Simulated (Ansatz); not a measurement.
# SiH₄ + H radical: a complex and its separated parts

Aim: how far the complex at one end of a reaction step lies below its separated, relaxed parts, level by level.

Method: PBE0-D4/def2-TZVP structures, single points in def2-TZVPP, no counterpoise correction; program: Ansatz 0.2.0, Gaussian basis.

Levels: SPW92, PBE-D4, BLYP-D4, r2SCAN-D4, B97M-V, PBE0-D4, B3LYP-D4, r2SCAN0-D4, BHLYP-D4, CAM-B3LYP-D4, wB97X-V, wB97M-V, B2PLYP, PBE-QIDH, Hartree-Fock, MP2, CCSD, CCSD(T).

Cores are frozen in the correlated methods. Orbitals are unrestricted. B3LYP uses VWN-RPA correlation. B2PLYP carries no dispersion term here.

78 further runs of the same task are left out: 78 set aside as unsound or not needed.

### Step 1. The system as given

The complex: 6 atoms, charge 0, spin multiplicity 2.

Atoms are counted from 1 here; the program's logs count them from 0.

Bond lengths: H1–Si2 1.485 Å, Si2–H4 1.485 Å, Si2–H5 1.485 Å, Si2–H6 1.485 Å. Angles: H1–Si2–H4 109.5°, H1–Si2–H5 109.5°, H1–Si2–H6 109.5°, H4–Si2–H5 109.5°, H4–Si2–H6 109.5°, H5–Si2–H6 109.5°.

Geometry (Å):

```
atom    x (Å)    y (Å)    z (Å)
  H1  -0.6364  -0.3426  -0.1250
 Si2   0.6506   0.3583   0.1132
  H3  -3.2530  -1.7913  -0.5664
  H4   0.6836   0.8724   1.5057
  H5   0.7799   1.4923  -0.8364
  H6   1.7754  -0.5891  -0.0911
```

Its parts: SiH₄ holds atoms 1, 2, 4, 5, 6; H radical holds atoms 3. Each part counts its atoms afresh in its own runs.

### Step 2. Relaxing SiH₄ alone

Contents of relax-a/in.yaml:

```yaml
crystal:
  periodic: [false, false, false]
  atoms:
    - {symbol: H, position_ang: [-0.636397, -0.342569, -0.125005]}
    - {symbol: Si, position_ang: [0.650574, 0.358275, 0.113237]}
    - {symbol: H, position_ang: [0.683644, 0.872443, 1.505719]}
    - {symbol: H, position_ang: [0.779876, 1.492337, -0.836398]}
    - {symbol: H, position_ang: [1.775373, -0.589139, -0.091131]}
basis:
  gaussian: {orbitals: def2-TZVP}
hamiltonian: {xc: pbe0, dispersion: d4}
relax: {f_tol: 0.005, max_steps: 200}
```

The run is started by

```bash
$ ansatz run in.yaml --threads 2 --pin off --events-out ev --progress --plain --max-ram 4352MiB
```

After this run come: SPW92/def2-TZVPP; PBE-D4/def2-TZVPP; BLYP-D4/def2-TZVPP; r2SCAN-D4/def2-TZVPP; B97M-V/def2-TZVPP; PBE0-D4/def2-TZVPP; B3LYP-D4/def2-TZVPP; r2SCAN0-D4/def2-TZVPP; BHLYP-D4/def2-TZVPP; CAM-B3LYP-D4/def2-TZVPP; wB97X-V/def2-TZVPP; wB97M-V/def2-TZVPP; B2PLYP/def2-TZVPP; PBE-QIDH/def2-TZVPP; RPA on PBE/def2-TZVPP; CCSD(T)/def2-TZVPP; CCSD(T)/def2-QZVPP; Vibrations of SiH₄.

What does the calculation give? Wanted: complex less parts, CCSD(T)/def2-TZVPP; with zero-point energy; largest T1 diagnostic.

**Answer**, as computed:

| quantity | value |
| --- | --- |
| complex less parts, CCSD(T)/def2-TZVPP | -0.02 kcal/mol |
| with zero-point energy | +0.08 kcal/mol |
| largest T1 diagnostic | 0.011 |

What this shows: At CCSD(T) the complex lies 0.02 kcal/mol below its parts. Among the functionals PBE-QIDH lands nearest to CCSD(T) (+0.02 kcal/mol) and SPW92 farthest (-0.43 kcal/mol). Mean unsigned error by rung: LDA 0.43, GGA 0.11, meta-GGA 0.09, hybrid 0.13, range-separated hybrid 0.11, double hybrid 0.03 kcal/mol. PBE-D4 gives a relative energy 0.16 kcal/mol too low, an error of 795 % of the reference. The complex's frequency run has imaginary modes: the structure is no minimum, so both the energy and the zero-point correction are in doubt. No counterpoise was applied, and triple zeta lacks some correlation, so the CCSD(T) reference has a basis error of its own, and close matches with it are partly luck.
